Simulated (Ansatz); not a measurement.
Predict the output of the script below (Ansatz 0.2.0 through its Python package).

Script `ch3bfn.py`:
```python
"""Potential curve of CH3BFN along one bond."""

import ansatz as az
from ase import Atoms
import numpy as np

atoms = Atoms(["F", "C", "B", "N", "H", "H", "H"], positions=[
    (-0.7772, -1.674, 0.0147),
    (-0.5455, -0.3077, -0.2706),
    (0.2554, 0.4081, 0.8255),
    (0.9164, -0.1039, -0.5419),
    (-1.2239, 0.2846, -0.9295),
    (0.4565, 0.5911, 1.9947),
    (0.9795, 0.7338, -1.1386),
])
system = az.Crystal.molecule_from_ase(atoms)

symbols = [site.symbol for site in system.cartesian_sites]
start = np.array([site.position_ang for site in system.cartesian_sites])
axis = (start[6] - start[3]) / np.linalg.norm(start[6] - start[3])
moving = [6]
lengths, energies = [0.907, 0.948, 0.989, 1.03, 1.072, 1.113, 1.154, 1.216], []
for length in lengths:
    xyz = start.copy()
    xyz[moving] += (length - np.linalg.norm(start[6] - start[3])) * axis
    point = az.Crystal.molecule()
    for symbol, place in zip(symbols, xyz):
        point = point.atom(symbol, place.tolist())
    base = point.calculation()
    base = base.basis(gaussian="6-31G*").correlation("MP2")
    r = base.run(threads=1).report
    energies.append(r["free_energy_ev"])
    print(f"r = {length:6.3f} A  E = {energies[-1]:.5f} eV  <S^2> = {abs(r['mean_field']['state']['spin_squared']):.3f}")

# quartic fit about the minimum
fit = np.polynomial.Polynomial.fit(lengths, np.array(energies) - min(energies), 4).convert()
roots = [r.real for r in fit.deriv().roots() if abs(r.imag) < 1e-9 and fit.deriv(2)(r.real) > 0]
r_e = min(roots, key=lambda r: abs(r - lengths[int(np.argmin(energies))]))
print(f"minimum of the fit at {r_e:.4f} A, force constant {fit.deriv(2)(r_e):.2f} eV/A^2")
```

```console
$ python ch3bfn.py
r =  0.907 A  E = -5948.74075 eV  <S^2> = 0.000
r =  0.948 A  E = -5948.98429 eV  <S^2> = 0.000
r =  0.989 A  E = -5949.11057 eV  <S^2> = 0.000
r =  1.030 A  E = -5949.14632 eV  <S^2> = 0.000
r =  1.072 A  E = -5949.11102 eV  <S^2> = 0.000
r =  1.113 A  E = -5949.02320 eV  <S^2> = 0.000
r =  1.154 A  E = -5948.89579 eV  <S^2> = 0.000
r =  1.216 A  E = -5948.65014 eV  <S^2> = 0.000
minimum of the fit at 1.0286 A, force constant 41.80 eV/A^2
```

What to keep in mind:
- Total energies depend on the basis set; only differences at equal settings carry meaning.
- The rest of the molecule is held rigid at a force-field or estimated start geometry, and the basis set is modest; single-reference methods fail as a bond breaks.
- The orbitals are restricted, so S² is zero by construction.
- S² is that of the Hartree-Fock reference.
- Hardware and time: 4.1 s on 1 thread of AMD EPYC 7R43 64-Core Processor (Zen 3) (shared host), peak memory 0.18 GiB.
